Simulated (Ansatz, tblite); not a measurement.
# (CuNH2)2 ring (Cu₂N₂H₄): spin-state energies by level

Aim: set other spin states of (CuNH2)2 ring (Cu₂N₂H₄) against its singlet, on many levels of theory.

Program: Ansatz 0.2.0, Gaussian basis. Level of theory: as each input shows. These are calculated values, not measurements.

The runs, in order: triplet, at the geometry of the singlet (GFN1-xTB, GFN2-xTB, PBE0-D4/def2-TZVP, PBE-D4/def2-TZVP, r2SCAN-D4/def2-TZVP); the singlet's energies come from earlier runs.

### Step 1. The structure

The geometry is that of the singlet, from an earlier relaxation (r2SCAN-D4/def2-SVP).

8 atoms, charge 0, spin multiplicity 1.

Bond lengths: Cu1–N2 1.974 Å, Cu1–N4 1.974 Å, N2–Cu3 1.974 Å, N2–H5 1.023 Å, N2–H6 1.023 Å, Cu3–N4 1.974 Å, N4–H7 1.023 Å, N4–H8 1.023 Å. Angles: N2–Cu1–N4 111.6°, Cu1–N2–Cu3 68.4°, Cu1–N2–H5 120.2°, Cu1–N2–H6 120.2°, Cu3–N2–H5 120.2°, Cu3–N2–H6 120.2°, H5–N2–H6 105.1°, N2–Cu3–N4 111.6°, Cu1–N4–Cu3 68.4°, Cu1–N4–H7 120.2°, Cu1–N4–H8 120.2°, Cu3–N4–H7 120.2°, Cu3–N4–H8 120.2°, H7–N4–H8 105.1°.

No spin-orbit coupling is included.

### Step 2. Triplet at the fixed geometry, GFN1-xTB

Tight binding, by tblite at 300 K electronic temperature and without a spin-polarisation term:

```python
tblite.interface.Calculator('GFN1-xTB', numbers, positions, charge=0, uhf=2).singlepoint()
```

Energy -473.7804 eV; 0.004 s.

### Step 3. Triplet at the fixed geometry, GFN2-xTB

Tight binding, by tblite at 300 K electronic temperature and without a spin-polarisation term:

```python
tblite.interface.Calculator('GFN2-xTB', numbers, positions, charge=0, uhf=2).singlepoint()
```

Energy -421.3715 eV; 0.003 s.

### Step 4. Triplet at the fixed geometry, PBE0-D4/def2-TZVP

Input file in.yaml:

```yaml
crystal:
  periodic: [false, false, false]
  atoms:
    - {symbol: Cu, position_ang: [-0.772999, -0.653502, -0.455458]}
    - {symbol: N, position_ang: [-0.913139, 0.141940, 1.346063]}
    - {symbol: Cu, position_ang: [0.772931, 0.653679, 0.455395]}
    - {symbol: N, position_ang: [0.913100, -0.141894, -1.346091]}
    - {symbol: H, position_ang: [-0.895963, -0.456514, 2.175744]}
    - {symbol: H, position_ang: [-1.626480, 0.848553, 1.542667]}
    - {symbol: H, position_ang: [1.626391, -0.848638, -1.542419]}
    - {symbol: H, position_ang: [0.896148, 0.456386, -2.175900]}
basis:
  gaussian: {orbitals: def2-TZVP}
magnetization: {spin_polarized: true, initial_magnetization: 2}
hamiltonian: {xc: pbe0, dispersion: d4}
scf: {omitted_lower_state_checks: [starts]}
output: {orbitals: {seedname: orbitals}}
```

The run is started by

```sh
ansatz run in.yaml --threads 4 --pin off --events-out ev --progress --plain --max-ram 3916MiB
```

What it wrote:

```text
Functional definition: PBE0
  name "PBE0"
  cite "Adamo & Barone, J. Chem. Phys. 110, 6158 (1999) doi:10.1063/1.478522"
  cite "Perdew, Burke & Ernzerhof, Phys. Rev. Lett. 77, 3865 (1996) doi:10.1103/PhysRevLett.77.3865"
  parent pbe
  parameter a = 0.25
  parameter kappa = 0.804
  parameter beta = 0.06672455060314922
  exchange = (1 - a)*pbe_x(kappa = kappa, mu = beta*pi^2/3) + a*exact_x
  correlation = pbe_c(beta = beta)
these checks for a lower state are left out or cut short: starts
1570 factors; their error is unknown
mean field evaluation 1: about -92296.9253 eV, gradient 6.1e1 eV
mean field evaluation 2: about -92259.7428 eV, gradient 1.3e2 eV
mean field evaluation 4: about -92309.8653 eV, gradient 1.3e1 eV
mean field evaluation 8: about -92310.2351 eV, gradient 3.3e-1 eV
mean field evaluation 16: about -92310.3126 eV, gradient 2.4e-3 eV
mean field evaluation 32: about -92310.3126 eV, gradient 6.8e-6 eV
mean field -92310.31259902 eV, -3392.3414178368 hartree, gradient 6.8e-6 eV, S^2 2.010176; 0 other end points of the search recorded, 0 dependent functions left out
reference -92310.31264528 eV, -3392.3414195369 hartree; 39, 37 occupied and 137, 139 virtual orbitals, 1570 factors
Total energy: -92310.46940473 eV, -3392.3471803403 hartree
Checks for a lower state left out: starts
```

Run time: 18 s. Hardware: 4 threads of Arm Neoverse V2, shared host; peak memory 1.1 GiB.

Report: HOMO -3.35 eV, LUMO -3.80 eV (over both spins; with the spin held, an empty level of the minority spin lies below the top filled one); ⟨S²⟩ 2.010 (pure: 2.00).

### Step 5. Triplet at the fixed geometry, PBE-D4/def2-TZVP

start.molden holds the orbitals of an earlier run on this state, given as this run's starting guess.

in.yaml: that of step 4 with these lines changed.

```diff
@@ -12,5 +12,5 @@
 basis:
-  gaussian: {orbitals: def2-TZVP}
+  gaussian: {orbitals: def2-TZVP, initial_orbitals: start.molden}
 magnetization: {spin_polarized: true, initial_magnetization: 2}
-hamiltonian: {xc: pbe0, dispersion: d4}
+hamiltonian: {xc: pbe, dispersion: d4}
 scf: {omitted_lower_state_checks: [starts]}
```

Launched as before.

What it wrote:

```text
Functional definition: PBE
  name "PBE"
  cite "Perdew, Burke & Ernzerhof, Phys. Rev. Lett. 77, 3865 (1996) doi:10.1103/PhysRevLett.77.3865"
  parent pbe
  parameter kappa = 0.804
  parameter beta = 0.06672455060314922
  exchange = pbe_x(kappa = kappa, mu = beta*pi^2/3)
  correlation = pbe_c(beta = beta)
these checks for a lower state are left out or cut short: starts
1392 factors; their error is unknown
mean field evaluation 1: about -92310.7761 eV, gradient 8.6e0 eV
mean field evaluation 2: about -92311.0202 eV, gradient 3.5e-1 eV
mean field evaluation 4: about -92310.9551 eV, gradient 2.3e-1 eV
mean field evaluation 8: about -92310.9552 eV, gradient 1.6e-5 eV
mean field -92310.95518740 eV, -3392.3650325241 hartree, gradient 4.9e-6 eV, S^2 2.002595; 0 other end points of the search recorded, 0 dependent functions left out
reference -92310.95524941 eV, -3392.3650348029 hartree; 39, 37 occupied and 137, 139 virtual orbitals, 1392 factors
Total energy: -92311.14293993 eV, -3392.3719323023 hartree
Checks for a lower state left out: starts
```

It took 4.8 s on 4 threads of Arm Neoverse V2, shared host.

From the report: HOMO -2.96 eV, LUMO -4.93 eV (over both spins; with the spin held, an empty level of the minority spin lies below the top filled one); ⟨S²⟩ 2.003 (pure: 2.00).

### Step 6. Triplet at the fixed geometry, r2SCAN-D4/def2-TZVP

in.yaml: that of step 5 with these lines changed.

```diff
@@ -14,3 +14,3 @@
 magnetization: {spin_polarized: true, initial_magnetization: 2}
-hamiltonian: {xc: pbe, dispersion: d4}
+hamiltonian: {xc: r2scan, dispersion: d4}
 scf: {omitted_lower_state_checks: [starts]}
```

Same command.

What it wrote:

```text
Functional definition: r2SCAN
  name "r2SCAN"
  cite "Furness, Kaplan, Ning, Perdew & Sun, J. Phys. Chem. Lett. 11, 8208 (2020) doi:10.1021/acs.jpclett.0c02405"
  cite "Furness, Kaplan, Ning, Perdew & Sun, J. Phys. Chem. Lett. 11, 9248 (2020) doi:10.1021/acs.jpclett.0c03077"
  parent r2scan
  parameter k0 = 0.174
  parameter k1 = 0.065
  parameter a1 = 4.9479
  exchange = r2scan_x(k0 = k0, k1 = k1, a1 = a1)
  correlation = r2scan_c
these checks for a lower state are left out or cut short: starts
1392 factors; their error is unknown
mean field evaluation 1: about -92325.4016 eV, gradient 5.2e0 eV
mean field evaluation 2: about -92325.5100 eV, gradient 2.5e-1 eV
mean field evaluation 4: about -92325.4498 eV, gradient 2.9e-3 eV
mean field evaluation 8: about -92325.4498 eV, gradient 3.9e-5 eV
mean field -92325.44982755 eV, -3392.8977007249 hartree, gradient 1.5e-6 eV, S^2 2.007607; 0 other end points of the search recorded, 0 dependent functions left out
reference -92325.44985472 eV, -3392.8977017234 hartree; 39, 37 occupied and 137, 139 virtual orbitals, 1392 factors
Total energy: -92325.49051175 eV, -3392.8991958418 hartree
Checks for a lower state left out: starts
```

It took 11 s on 4 threads of Arm Neoverse V2, shared host.

From the report: HOMO -3.14 eV, LUMO -4.72 eV (over both spins; with the spin held, an empty level of the minority spin lies below the top filled one); ⟨S²⟩ 2.008 (pure: 2.00).

### Step 7. Triplet less singlet, vertical

The singlet's energies are those of its earlier runs, whose logs aren't repeated here.

| level | triplet less singlet, vertical (kJ/mol) | time |
| --- | --- | --- |
| GFN1-xTB | +346.6 | 0.008 s |
| GFN2-xTB | +391.4 | 0.006 s |
| PBE-D4/def2-TZVP | +183.0 | 7.3 s |
| r2SCAN-D4/def2-TZVP | +173.0 | 16 s |
| PBE0-D4/def2-TZVP | +219.8 | 22 s |

Times add the two runs; a level without a time comes out of a correlated run. Tight binding without a spin term can't rank spin states.

### Step 8. What came out

| quantity | value |
| --- | --- |
| triplet less singlet, vertical, functionals in def2-TZVP | +173.0 (r2SCAN-D4) to +219.8 kJ/mol (PBE0-D4) |

What this shows: All functionals put the triplet above the singlet, over a spread of 46.8 kJ/mol. The checks for a lower triplet were left out, so another state of that spin may lie lower. The singlet here is a closed shell; an open-shell singlet can lie lower. These are electronic energies, without zero-point motion, entropy or surroundings.
